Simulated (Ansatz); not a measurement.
# CH3Cl2NOW: a spread of methods and bases

Aim: run CH3Cl2NOW under a spread of inputs, and see what each costs and gives.

Method: the settings change from run to run; program: Ansatz 0.2.0, Gaussian basis.

**1. The relaxed structure**

An earlier PBE0-D4 in a triple-zeta def2 set relaxation fixed the geometry. W takes a core potential in def2 sets; no spin-orbit term is included.

SMILES `C[N]=[W](=[O])([Cl])[Cl]`, 9 atoms, charge 0, spin multiplicity 1.

Atoms are counted from 1 here; the program's logs count them from 0.

Bond lengths: C1–N2 1.417 Å, C1–H7 1.095 Å, C1–H8 1.094 Å, C1–H9 1.094 Å, N2–W3 1.735 Å, W3–O4 1.697 Å, W3–Cl5 2.274 Å, W3–Cl6 2.274 Å. Angles: N2–C1–H7 111.5°, N2–C1–H8 109.8°, N2–C1–H9 109.8°, H7–C1–H8 108.9°, H7–C1–H9 108.9°, H8–C1–H9 107.9°, C1–N2–W3 154.7°, N2–W3–O4 107.0°, N2–W3–Cl5 107.4°, N2–W3–Cl6 107.4°, O4–W3–Cl5 109.6°, O4–W3–Cl6 109.5°, Cl5–W3–Cl6 115.6°.

As a file:

```xyz
9
charge 0, multiplicity 1
C     0.8401   -1.3676   -0.0634
N     0.4010   -0.0237    0.0260
W    -0.7890    1.2391    0.0553
O    -2.3050    0.4962   -0.1158
Cl   -0.3931    2.5857   -1.7333
Cl   -0.6607    2.2455    2.0899
H    -0.0020   -2.0573   -0.1844
H     1.3924   -1.6377    0.8419
H     1.5163   -1.4803   -0.9163
```

**2. BLYP/def2-TZVPP**

This run has charge +1, multiplicity 2, density fitting with def2-universal-jkfit.

The input, in.yaml:

```yaml
crystal:
  periodic: [false, false, false]
  atoms:
    - {symbol: C, position_ang: [0.840108, -1.367553, -0.063378]}
    - {symbol: N, position_ang: [0.400958, -0.023709, 0.026027]}
    - {symbol: W, position_ang: [-0.789014, 1.239131, 0.055296]}
    - {symbol: O, position_ang: [-2.304997, 0.496187, -0.115781]}
    - {symbol: Cl, position_ang: [-0.393091, 2.585703, -1.733256]}
    - {symbol: Cl, position_ang: [-0.660673, 2.245539, 2.089895]}
    - {symbol: H, position_ang: [-0.002034, -2.057297, -0.184400]}
    - {symbol: H, position_ang: [1.392427, -1.637657, 0.841940]}
    - {symbol: H, position_ang: [1.516328, -1.480336, -0.916342]}
basis:
  gaussian: {orbitals: def2-TZVPP, fitting: {mean_field: def2-universal-jkfit}}
total_charge: 1
magnetization: {spin_polarized: true, initial_magnetization: 1}
hamiltonian: {xc: {name: BLYP}}
```

Launch:

```console
ansatz run in.yaml --threads 4 --pin off --events-out ev --progress --plain --max-ram 11315MiB
```

The log of the run:

```text
Functional definition: BLYP
  name "BLYP"
  cite "Becke, Phys. Rev. A 38, 3098 (1988) doi:10.1103/PhysRevA.38.3098"
  cite "Lee, Yang & Parr, Phys. Rev. B 37, 785 (1988) doi:10.1103/PhysRevB.37.785"
  parameter beta = 0.0042
  parameter a = 0.04918
  parameter b = 0.132
  parameter c = 0.2533
  parameter d = 0.349
  exchange = b88_x(beta = beta)
  correlation = lyp_c(a = a, b = b, c = c, d = d)
766 factors; integrals over basis functions are off by at most 1.4e0 eV
mean field evaluation 1: about -31448.9209 eV, gradient 1.0e2 eV
mean field evaluation 2: about -30936.3034 eV, gradient 2.8e2 eV
mean field evaluation 4: about -31422.3866 eV, gradient 1.3e2 eV
mean field evaluation 8: about -31491.7774 eV, gradient 5.3e0 eV
mean field evaluation 16: about -31491.9086 eV, gradient 4.5e-3 eV
mean field evaluation 32: about -31488.6013 eV, gradient 1.8e1 eV
mean field evaluation 64: about -31491.5422 eV, gradient 7.8e0 eV
mean field -31491.90859825 eV, -1157.3062950033 hartree, gradient 1.8e-5 eV, S^2 0.756191; 6 other end points of the search recorded, 0 dependent functions left out
reference -31491.90899947 eV, -1157.3063097481 hartree; 36, 35 occupied and 239, 240 virtual orbitals, 766 factors
Total energy: -31491.90899947 eV, -1157.3063097481 hartree
```

It took 16 s on 4 threads of Arm Neoverse V2, shared host; peak memory 0.63 GiB.

⟨S²⟩ 0.756.

**3. CCSD/def2-mTZVP**

Set apart from the defaults: charge -1, multiplicity 2, restricted open-shell orbitals, atoms shaken by 0.15 Å.

The input, in.yaml:

```yaml
crystal:
  periodic: [false, false, false]
  atoms:
    - {symbol: C, position_ang: [0.823736, -1.379295, -0.045303]}
    - {symbol: N, position_ang: [-0.067686, -0.204157, 0.084884]}
    - {symbol: W, position_ang: [-0.777896, 1.469396, 0.010781]}
    - {symbol: O, position_ang: [-2.220957, 0.446979, -0.026957]}
    - {symbol: Cl, position_ang: [-0.475873, 2.737240, -2.059638]}
    - {symbol: Cl, position_ang: [-0.627749, 2.622361, 2.374135]}
    - {symbol: H, position_ang: [-0.024721, -1.872069, -0.131835]}
    - {symbol: H, position_ang: [1.378977, -1.514811, 0.871549]}
    - {symbol: H, position_ang: [1.653294, -1.393738, -0.803422]}
basis:
  gaussian: {orbitals: def2-mTZVP}
total_charge: -1
magnetization: {spin_polarized: false, initial_magnetization: 1}
hamiltonian: {xc: {name: HF}}
correlation: {method: ccsd}
```

Launched as before.

The log of the run (excerpt; [...] marks lines left out):

```text
Functional definition: HF
  name "HF"
  cite "Fock, Z. Phys. 61, 126 (1930) doi:10.1007/BF01340294"
  parent pbe
[...]
1430 factors; integrals over basis functions are off by at most 9.9e-4 eV
[...]
mean field -31412.81804996 eV, -1154.3997709632 hartree, gradient 3.3e-6 eV, S^2 0.750000; 15 other end points of the search recorded, 0 dependent functions left out
[...]
determinant -31412.81804996 eV, -1154.3997709632 hartree, with singles and doubles -31444.40896271 eV, -1155.5607155938 hartree
determinant -31412.26160374 eV, -1154.3793219419 hartree, with singles and doubles -31443.56603541 eV, -1155.5297385866 hartree
determinant -31411.72852008 eV, -1154.3597314787 hartree, with singles and doubles -31443.01443176 eV, -1155.5094675266 hartree
determinant -31411.14469447 eV, -1154.3382762831 hartree, with singles and doubles -31441.60173492 eV, -1155.4575518751 hartree
determinant -31410.76011959 eV, -1154.3241434171 hartree, with singles and doubles -31441.27889812 eV, -1155.4456878415 hartree
unrestricted determinant -31413.72171014 eV, -1154.4329798623 hartree, S^2 1.9220
13 core orbitals not correlated: weight in the atoms' cores, before any rotation towards them, 1.000 or more for the frozen orbitals, at most 0.000 for the correlated occupied ones
reference -31412.81804996 eV, -1154.3997709632 hartree; 24, 23 occupied and 114, 115 virtual orbitals, 1430 factors
second order -32.38348524 eV of doubles, -0.03530885 eV of singles
cycle   1  -31.59137283 eV  change   -4.6e-4 eV  update   8.8e-3
[...]
cycle  14  -31.59681722 eV  change    4.3e-5 eV  update   3.6e-5
WARN: the results are in doubt because among natural orbitals full CI differs from the method by -0.129 eV
Total energy: -31444.41486718 eV, -1155.5609325790 hartree
In doubt: among natural orbitals full CI differs from the method by -0.129 eV
```

It took 6.6 min on 4 threads of Arm Neoverse V2, shared host; peak memory 4.1 GiB.

T1 0.027. The log holds a warning on this run.

**4. wB97X-V/x2c-TZVPPall**

The input, in.yaml:

```yaml
crystal:
  periodic: [false, false, false]
  atoms:
    - {symbol: C, position_ang: [0.840108, -1.367553, -0.063378]}
    - {symbol: N, position_ang: [0.400958, -0.023709, 0.026027]}
    - {symbol: W, position_ang: [-0.789014, 1.239131, 0.055296]}
    - {symbol: O, position_ang: [-2.304997, 0.496187, -0.115781]}
    - {symbol: Cl, position_ang: [-0.393091, 2.585703, -1.733256]}
    - {symbol: Cl, position_ang: [-0.660673, 2.245539, 2.089895]}
    - {symbol: H, position_ang: [-0.002034, -2.057297, -0.184400]}
    - {symbol: H, position_ang: [1.392427, -1.637657, 0.841940]}
    - {symbol: H, position_ang: [1.516328, -1.480336, -0.916342]}
basis:
  gaussian: {orbitals: x2c-TZVPPall}
hamiltonian: {xc: {name: wB97X-V}}
output: {forces: true}
```

Same command.

The log of the run (excerpt; [...] marks lines left out):

```text
Functional definition: wB97X-V
  name "wB97X-V"
  cite "Mardirossian & Head-Gordon, Phys. Chem. Chem. Phys. 16, 9904 (2014) doi:10.1039/C3CP54374A"
  cite "Becke, J. Chem. Phys. 107, 8554 (1997) doi:10.1063/1.475007"
  cite "Vydrov & Van Voorhis, J. Chem. Phys. 133, 244103 (2010) doi:10.1063/1.3521275"
[...]
      + integral(e_c_pw_opposite_spin*poly(b97_u_opposite, cos0, cos1)) + vv10(b, c)
2168 factors; their error is unknown
336 factors; integrals over basis functions are off by at most 6.7e-5 eV
[...]
mean field -469093.81865427 eV, -17238.8798723341 hartree, gradient 1.5e-5 eV, S^2 0.000000; 0 other end points of the search recorded, 0 dependent functions left out
[...]
reference -469093.81865126 eV, -17238.8798722236 hartree; 66, 66 occupied and 250, 250 virtual orbitals, 2168 factors
Total energy: -469093.81865126 eV, -17238.8798722236 hartree
Relativity: scalar
Atom 0 at     0.840108    -1.367553    -0.063378 Å, force     0.170564    -0.475054    -0.028192 eV/Å
Atom 1 at     0.400958    -0.023709     0.026027 Å, force    -0.708508     1.070883     0.044127 eV/Å
Atom 2 at    -0.789014     1.239131     0.055296 Å, force     0.010251    -0.899256    -0.074388 eV/Å
Atom 3 at    -2.304997     0.496187    -0.115781 Å, force     0.610931     0.344651     0.069894 eV/Å
Atom 4 at    -0.393091     2.585703    -1.733256 Å, force    -0.036601    -0.053149     0.124878 eV/Å
Atom 5 at    -0.660673     2.245539     2.089895 Å, force    -0.016136    -0.029644    -0.136934 eV/Å
Atom 6 at    -0.002034    -2.057297    -0.184400 Å, force    -0.006754     0.018470     0.001194 eV/Å
Atom 7 at     1.392427    -1.637657     0.841940 Å, force    -0.011282     0.012291    -0.011048 eV/Å
Atom 8 at     1.516328    -1.480336    -0.916342 Å, force    -0.012464     0.010809     0.010470 eV/Å
Dipole moment:     0.419824    -0.321002     0.000286 e Å
```

Wall time 32 s (4 threads of Arm Neoverse V2, shared host); peak memory 2.1 GiB.

Largest force 1.285 eV/Å, dipole 2.54 D.

**5. wB97/x2c-TZVPPall**

Set apart from the defaults: a grid of angular degree 23.

Edit in.yaml of step 4 so:

```diff
@@ -13,4 +13,4 @@
 basis:
-  gaussian: {orbitals: x2c-TZVPPall}
-hamiltonian: {xc: {name: wB97X-V}}
+  gaussian: {orbitals: x2c-TZVPPall, final_grid: {core_spheres: 8, valence_spheres: 7, degree: 23}}
+hamiltonian: {xc: {name: wB97}}
 output: {forces: true}
```

Launched as before.

The log of the run (excerpt; [...] marks lines left out):

```text
Functional definition: wB97
  name "wB97"
  cite "Chai & Head-Gordon, J. Chem. Phys. 128, 084106 (2008) doi:10.1063/1.2834918"
  cite "Becke, J. Chem. Phys. 107, 8554 (1997) doi:10.1063/1.475007"
[...]
  # The coefficients of nought are those of the uniform gas.
[...]
      + integral(e_c_pw_opposite_spin*poly(b97_u_opposite, 1, cos1, cos2, cos3, cos4))
2048 factors; their error is unknown
412 factors; integrals over basis functions are off by at most 3.8e-4 eV
[...]
mean field -469153.57754047 eV, -17241.0759708958 hartree, gradient 3.3e-5 eV, S^2 0.000000; 0 other end points of the search recorded, 0 dependent functions left out
[...]
reference -469153.57752392 eV, -17241.0759702878 hartree; 66, 66 occupied and 250, 250 virtual orbitals, 2048 factors
Total energy: -469153.57752392 eV, -17241.0759702878 hartree
Relativity: scalar
Atom 0 at     0.840108    -1.367553    -0.063378 Å, force     0.186960    -0.469158    -0.026450 eV/Å
Atom 1 at     0.400958    -0.023709     0.026027 Å, force    -0.774795     1.152720     0.046727 eV/Å
Atom 2 at    -0.789014     1.239131     0.055296 Å, force     0.106766    -1.035295    -0.079913 eV/Å
Atom 3 at    -2.304997     0.496187    -0.115781 Å, force     0.599683     0.373602     0.071543 eV/Å
Atom 4 at    -0.393091     2.585703    -1.733256 Å, force    -0.050472    -0.045207     0.155232 eV/Å
Atom 5 at    -0.660673     2.245539     2.089895 Å, force    -0.025748    -0.016055    -0.166622 eV/Å
Atom 6 at    -0.002034    -2.057297    -0.184400 Å, force     0.015955     0.032315     0.004013 eV/Å
Atom 7 at     1.392427    -1.637657     0.841940 Å, force    -0.026661     0.006756    -0.039761 eV/Å
Atom 8 at     1.516328    -1.480336    -0.916342 Å, force    -0.031688     0.000322     0.035233 eV/Å
Dipole moment:     0.416080    -0.318160     0.000270 e Å
```

Run time: 9 s. Hardware: 4 threads of Arm Neoverse V2, shared host; peak memory 1 GiB.

Largest force 1.390 eV/Å, dipole 2.52 D.

**6. r2SCAN50/def2-mTZVPP**

Set apart from the defaults: D3(BJ) with three-body dispersion, high accuracy.

Edit in.yaml of step 5 so:

```diff
@@ -13,4 +13,5 @@
 basis:
-  gaussian: {orbitals: x2c-TZVPPall, final_grid: {core_spheres: 8, valence_spheres: 7, degree: 23}}
-hamiltonian: {xc: {name: wB97}}
+  gaussian: {orbitals: def2-mTZVPP}
+hamiltonian: {xc: {name: r2SCAN50}, dispersion: d3bjatm}
+accuracy: high
 output: {forces: true}
```

Same command.

The log of the run (excerpt; [...] marks lines left out):

```text
Functional definition: r2SCAN50
  name "r2SCAN50"
  cite "Bursch, Neugebauer, Ehlert & Grimme, J. Chem. Phys. 156, 134105 (2022) doi:10.1063/5.0086040"
  cite "Furness, Kaplan, Ning, Perdew & Sun, J. Phys. Chem. Lett. 11, 8208 (2020) doi:10.1021/acs.jpclett.0c02405"
  cite "Furness, Kaplan, Ning, Perdew & Sun, J. Phys. Chem. Lett. 11, 9248 (2020) doi:10.1021/acs.jpclett.0c03077"
  parent r2scan
[...]
3404 factors; integrals over basis functions are off by at most 1.9e-8 eV
[...]
mean field -31492.18052673 eV, -1157.3162881908 hartree, gradient 6.9e-8 eV, S^2 0.000000; 0 other end points of the search recorded, 0 dependent functions left out
[...]
reference -31492.18052726 eV, -1157.3162882103 hartree; 36, 36 occupied and 136, 136 virtual orbitals, 3404 factors
Total energy: -31492.29271813 eV, -1157.3204111485 hartree
Atom 0 at     0.840108    -1.367553    -0.063378 Å, force    -0.039419    -0.157774    -0.014484 eV/Å
Atom 1 at     0.400958    -0.023709     0.026027 Å, force    -0.366295     0.368944     0.005300 eV/Å
Atom 2 at    -0.789014     1.239131     0.055296 Å, force    -0.209181    -1.070841    -0.104858 eV/Å
Atom 3 at    -2.304997     0.496187    -0.115781 Å, force     0.722503     0.338334     0.077073 eV/Å
Atom 4 at    -0.393091     2.585703    -1.733256 Å, force     0.014171     0.059451    -0.063865 eV/Å
Atom 5 at    -0.660673     2.245539     2.089895 Å, force     0.006661     0.047346     0.073726 eV/Å
Atom 6 at    -0.002034    -2.057297    -0.184400 Å, force     0.225370     0.224703     0.036016 eV/Å
Atom 7 at     1.392427    -1.637657     0.841940 Å, force    -0.160007     0.116355    -0.246714 eV/Å
Atom 8 at     1.516328    -1.480336    -0.916342 Å, force    -0.193804     0.073482     0.237805 eV/Å
Dipole moment:     0.453320    -0.382626    -0.002874 e Å
```

It took 21 s on 4 threads of Arm Neoverse V2, shared host; peak memory 1.1 GiB.

Largest force 1.096 eV/Å, dipole 2.85 D.

**7. PBEsol/def2-TZVPD**

Set apart from the defaults: D4 dispersion, high accuracy.

Edit in.yaml of step 6 so:

```diff
@@ -13,5 +13,4 @@
 basis:
-  gaussian: {orbitals: def2-mTZVPP}
-hamiltonian: {xc: {name: r2SCAN50}, dispersion: d3bjatm}
+  gaussian: {orbitals: def2-TZVPD}
+hamiltonian: {xc: {name: PBEsol}, dispersion: d4}
 accuracy: high
-output: {forces: true}
```

The command is unchanged.

The log of the run:

```text
Functional definition: PBEsol
  name "PBEsol"
  cite "Perdew et al., Phys. Rev. Lett. 100, 136406 (2008) doi:10.1103/PhysRevLett.100.136406"
  cite "Perdew, Burke & Ernzerhof, Phys. Rev. Lett. 77, 3865 (1996) doi:10.1103/PhysRevLett.77.3865"
  parent pbesol
  exchange = pbesol_x
  correlation = pbesol_c
4455 factors; integrals over basis functions are off by at most 7.4e-9 eV
mean field evaluation 1: about -31408.1706 eV, gradient 1.1e2 eV
mean field evaluation 2: about -31051.4795 eV, gradient 3.5e2 eV
mean field evaluation 4: about -31412.4800 eV, gradient 1.0e2 eV
mean field evaluation 8: about -31431.6724 eV, gradient 3.3e0 eV
mean field evaluation 16: about -31431.6838 eV, gradient 4.0e-3 eV
mean field -31431.68382387 eV, -1155.0930753668 hartree, gradient 7.4e-8 eV, S^2 0.000000; 0 other end points of the search recorded, 0 dependent functions left out
reference -31431.68383021 eV, -1155.0930755996 hartree; 36, 36 occupied and 240, 240 virtual orbitals, 4455 factors
Total energy: -31431.78723487 eV, -1155.0968756508 hartree
```

It took 19 s on 4 threads of Arm Neoverse V2, shared host; peak memory 2 GiB.

**8. B97/def2-TZVPP**

This run has multiplicity 3, atoms shaken by 0.15 Å.

The input, in.yaml:

```yaml
crystal:
  periodic: [false, false, false]
  atoms:
    - {symbol: C, position_ang: [0.793709, -1.335758, -0.206189]}
    - {symbol: N, position_ang: [0.273788, 0.132244, 0.240906]}
    - {symbol: W, position_ang: [-1.000077, 0.992293, 0.354349]}
    - {symbol: O, position_ang: [-2.236933, 0.302624, -0.158065]}
    - {symbol: Cl, position_ang: [-0.387210, 2.347783, -1.766321]}
    - {symbol: Cl, position_ang: [-0.694454, 2.348503, 2.088017]}
    - {symbol: H, position_ang: [-0.006979, -1.927649, -0.018921]}
    - {symbol: H, position_ang: [1.529208, -1.581677, 0.791735]}
    - {symbol: H, position_ang: [1.561382, -1.463421, -0.880949]}
basis:
  gaussian: {orbitals: def2-TZVPP}
magnetization: {spin_polarized: true, initial_magnetization: 2}
hamiltonian: {xc: {name: B97}}
output: {forces: true}
```

Same command.

The log of the run (excerpt; [...] marks lines left out):

```text
Functional definition: B97
  name "B97"
  cite "Becke, J. Chem. Phys. 107, 8554 (1997) doi:10.1063/1.475007"
[...]
      + integral(e_c_pw_opposite_spin*poly(b97_u_opposite, cos0, cos1, cos2))
1669 factors; their error is unknown
[...]
mean field -31488.02543758 eV, -1157.1635914808 hartree, gradient 4.8e-6 eV, S^2 2.007252; 8 other end points of the search recorded, 0 dependent functions left out
[...]
reference -31488.02547191 eV, -1157.1635927423 hartree; 37, 35 occupied and 238, 240 virtual orbitals, 1669 factors
Total energy: -31488.02547191 eV, -1157.1635927423 hartree
Atom 0 at     0.793709    -1.335758    -0.206189 Å, force     3.049737     4.100450     6.824839 eV/Å
Atom 1 at     0.273788     0.132244     0.240906 Å, force    17.069768   -15.993759    -3.662209 eV/Å
Atom 2 at    -1.000077     0.992293     0.354349 Å, force    -0.172335    20.348802     6.061684 eV/Å
Atom 3 at    -2.236933     0.302624    -0.158065 Å, force   -16.295549    -9.900010    -6.563124 eV/Å
Atom 4 at    -0.387210     2.347783    -1.766321 Å, force    -0.020861     0.506172     0.380722 eV/Å
Atom 5 at    -0.694454     2.348503     2.088017 Å, force     0.115353     2.218271     2.029510 eV/Å
Atom 6 at    -0.006979    -1.927649    -0.018921 Å, force    -2.396575    -2.046901    -0.366286 eV/Å
Atom 7 at     1.529208    -1.581677     0.791735 Å, force    -1.979785     0.444936    -2.046343 eV/Å
Atom 8 at     1.561382    -1.463421    -0.880949 Å, force     0.630246     0.322039    -2.658792 eV/Å
Dipole moment:     0.380003    -0.842032     0.049677 e Å
```

Wall time 1.8 min (4 threads of Arm Neoverse V2, shared host); peak memory 1.9 GiB.

Largest force 23.677 eV/Å, dipole 4.44 D, ⟨S²⟩ 2.007.

**9. PBE0/def2-TZVPP**

This run has atoms shaken by 0.03 Å, D4 dispersion, relativity set to scalar.

The input, in.yaml:

```yaml
crystal:
  periodic: [false, false, false]
  atoms:
    - {symbol: C, position_ang: [0.878374, -1.368397, 0.008455]}
    - {symbol: N, position_ang: [0.386083, 0.002413, -0.011084]}
    - {symbol: W, position_ang: [-0.779324, 1.215187, 0.049238]}
    - {symbol: O, position_ang: [-2.325721, 0.476587, -0.156670]}
    - {symbol: Cl, position_ang: [-0.381403, 2.632369, -1.756070]}
    - {symbol: Cl, position_ang: [-0.679651, 2.249339, 2.110535]}
    - {symbol: H, position_ang: [0.012095, -1.998816, -0.200016]}
    - {symbol: H, position_ang: [1.392498, -1.624722, 0.856580]}
    - {symbol: H, position_ang: [1.522045, -1.425822, -0.858574]}
basis:
  gaussian: {orbitals: def2-TZVPP}
hamiltonian: {xc: {name: PBE0}, dispersion: d4, pseudopotentials: {relativity: scalar}}
output: {forces: true}
```

Same command.

The log of the run (excerpt; [...] marks lines left out):

```text
Functional definition: PBE0
  name "PBE0"
  cite "Adamo & Barone, J. Chem. Phys. 110, 6158 (1999) doi:10.1063/1.478522"
  cite "Perdew, Burke & Ernzerhof, Phys. Rev. Lett. 77, 3865 (1996) doi:10.1103/PhysRevLett.77.3865"
  parent pbe
[...]
1713 factors; their error is unknown
[...]
mean field -31559.06616743 eV, -1159.7742901496 hartree, gradient 3.6e-5 eV, S^2 0.000000; 0 other end points of the search recorded, 0 dependent functions left out
[...]
reference -31559.06620138 eV, -1159.7742913973 hartree; 36, 36 occupied and 239, 239 virtual orbitals, 1713 factors
Total energy: -31559.31465402 eV, -1159.7834218634 hartree
Relativity: scalar
Atom 0 at     0.878374    -1.368397     0.008455 Å, force    -2.081896     1.770800    -3.143798 eV/Å
Atom 1 at     0.386083     0.002413    -0.011084 Å, force     2.059074    -2.670056     0.846544 eV/Å
Atom 2 at    -0.779324     1.215187     0.049238 Å, force    -3.102051     2.465741    -0.565274 eV/Å
Atom 3 at    -2.325721     0.476587    -0.156670 Å, force     1.507301     0.484806     0.270971 eV/Å
Atom 4 at    -0.381403     2.632369    -1.756070 Å, force    -0.115812    -0.575805     0.700270 eV/Å
Atom 5 at    -0.679651     2.249339     2.110535 Å, force     0.025177    -0.357017    -0.521893 eV/Å
Atom 6 at     0.012095    -1.998816    -0.200016 Å, force     0.126970    -0.352090     0.309246 eV/Å
Atom 7 at     1.392498    -1.624722     0.856580 Å, force     1.124645    -0.427484     2.286761 eV/Å
Atom 8 at     1.522045    -1.425822    -0.858574 Å, force     0.456592    -0.338895    -0.182827 eV/Å
Dipole moment:     0.512119    -0.445651     0.054039 e Å
```

It took 7 s on 4 threads of Arm Neoverse V2, shared host; peak memory 0.97 GiB.

Largest force 4.166 eV/Å, dipole 3.27 D.

**10. The runs in one table**

```csv
level,charge,multiplicity,geometry,functions,energy (eV),time
BLYP/def2-TZVPP,1,2,relaxed,275,-31491.909,16 s
CCSD/def2-mTZVP,-1,2,shaken,151,-31444.415,6.6 min
wB97X-V/x2c-TZVPPall,0,1,relaxed,316,-469093.819,32 s
wB97/x2c-TZVPPall,0,1,relaxed,316,-469153.578,9 s
r2SCAN50/def2-mTZVPP,0,1,relaxed,172,-31492.293,21 s
PBEsol/def2-TZVPD,0,1,relaxed,276,-31431.787,19 s
B97/def2-TZVPP,0,3,shaken,275,-31488.025,1.8 min
PBE0/def2-TZVPP,0,1,shaken,275,-31559.315,7 s
```

**11. Summary of results**

```
                                         quantity                     value
                                             runs                         8
                                         quickest      PBE0/def2-TZVPP, 7 s
                                          slowest  CCSD/def2-mTZVP, 6.6 min
spread of total energies, same state and geometry               437721.8 eV
                  dipole, same state and geometry            2.52 to 2.85 D
```

Run time spans a factor of 56, from PBE0/def2-TZVPP to CCSD/def2-mTZVP. The jobs differ in tasks and options as well as level. Total energies at one charge and spin differ by 437722 eV between levels, so only differences within one level mean anything. Some of these runs are scalar-relativistic and others not, which shifts the totals of all-electron atoms past neon by several eV an atom and more; core potentials, where a basis has them, take the core out of the total altogether. At the PBE0-D4/def2-TZVP geometry and in the same state, the sound runs without point charges leave forces up to 1.39 eV/Å (wB97/x2c-TZVPPall), against 4.2 eV/Å where the atoms were moved. At that geometry and state the dipole changes by 13 % between the lowest and highest value.
